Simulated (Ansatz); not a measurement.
# Sn3Se2S: the cost of one run

Method: DFT PBE, scalar-relativistic, plane waves, PAW, in Ansatz 0.2.0.

## Step 1: The starting structure

The structure is orthorhombic, space group Cmcm (No. 63). The conventional cell has a = 12.708 Å, b = 11.977 Å, c = 4.239 Å, α = 90.00°, β = 90.00°, γ = 90.00°. Sn (site symmetry m) has 3 Se at 2.73 to 3.03 Å and 2 S at 2.96 Å in its first shell of neighbours. Sn (site symmetry m2m) is surrounded by 1 S at 2.60 Å and 4 Se at 3.03 Å. Around Se (site symmetry m) lie 5 Sn at 2.73 to 3.03 Å. S (site symmetry m2m) has 5 Sn at 2.60 to 2.96 Å in its first shell of neighbours.

Coordinates:

```cif
data_structure
_symmetry_space_group_name_H-M 'P 1'
_symmetry_Int_Tables_number 1
_cell_length_a 8.7315
_cell_length_b 8.7315
_cell_length_c 4.2386
_cell_angle_alpha 90.000
_cell_angle_beta 90.000
_cell_angle_gamma 86.606
_cell_volume 322.58
loop_
_atom_site_label
_atom_site_type_symbol
_atom_site_fract_x
_atom_site_fract_y
_atom_site_fract_z
_atom_site_occupancy
Sn1 Sn 0.79021 0.53057 0.25000 1
Sn2 Sn 0.46943 0.20979 0.25000 1
Sn3 Sn 0.12731 0.87269 0.25000 1
Sn4 Sn 0.53057 0.79021 0.75000 1
Sn5 Sn 0.20979 0.46943 0.75000 1
Sn6 Sn 0.87269 0.12731 0.75000 1
Se1 Se 0.02739 0.31173 0.25000 1
Se2 Se 0.68827 0.97261 0.25000 1
Se3 Se 0.31173 0.02739 0.75000 1
Se4 Se 0.97261 0.68827 0.75000 1
S1 S 0.34458 0.65543 0.25000 1
S2 S 0.65543 0.34458 0.75000 1
```

The start is the relaxed end of an invented cell (made as: elements ordered on the sites of the SnSe type, S/Se on Se (Cmcm, No. 63)), taken up again for a closer look.

## Step 2: Probe: one point on a coarse mesh

Contents of input.yaml:

```yaml
crystal:
  lattice:
    - [6.3542028, -5.9885228, 0.0]
    - [6.3542028, 5.9885228, 0.0]
    - [0.0, 0.0, 4.2386389]
  atoms:
    - { symbol: Sn, position: [0.790206, 0.530566, 0.25] }
    - { symbol: Sn, position: [0.469434, 0.209794, 0.25] }
    - { symbol: Sn, position: [0.127311, 0.872689, 0.25] }
    - { symbol: Sn, position: [0.530566, 0.790206, 0.75] }
    - { symbol: Sn, position: [0.209794, 0.469434, 0.75] }
    - { symbol: Sn, position: [0.872689, 0.127311, 0.75] }
    - { symbol: Se, position: [0.027386, 0.311728, 0.25] }
    - { symbol: Se, position: [0.688272, 0.972614, 0.25] }
    - { symbol: Se, position: [0.311728, 0.027386, 0.75] }
    - { symbol: Se, position: [0.972614, 0.688272, 0.75] }
    - { symbol: S, position: [0.344575, 0.655425, 0.25] }
    - { symbol: S, position: [0.655425, 0.344575, 0.75] }
basis:
  ecutwfc: 420
kpoints:
  mp_grid: { grid: [2, 2, 4] }
hamiltonian:
  xc: pbe
scf:
  occupations: { method: gaussian, width: 0.1 }
  lower_state_search: "off"
output:
  forces: true
  stress: true
  eigenvalues: true
```

Command:

```sh
> ansatz run input.yaml --threads 4 --pin off --max-ram 8192MiB --backend cpu --events-out ev --progress --plain --runs-dir out
```

**Question.** How long does this run take on 4 threads of AMD EPYC 7R43 (Zen 3), shared host, and how much memory does it need?

About 7.7 s, with a peak of 1.1 GiB.
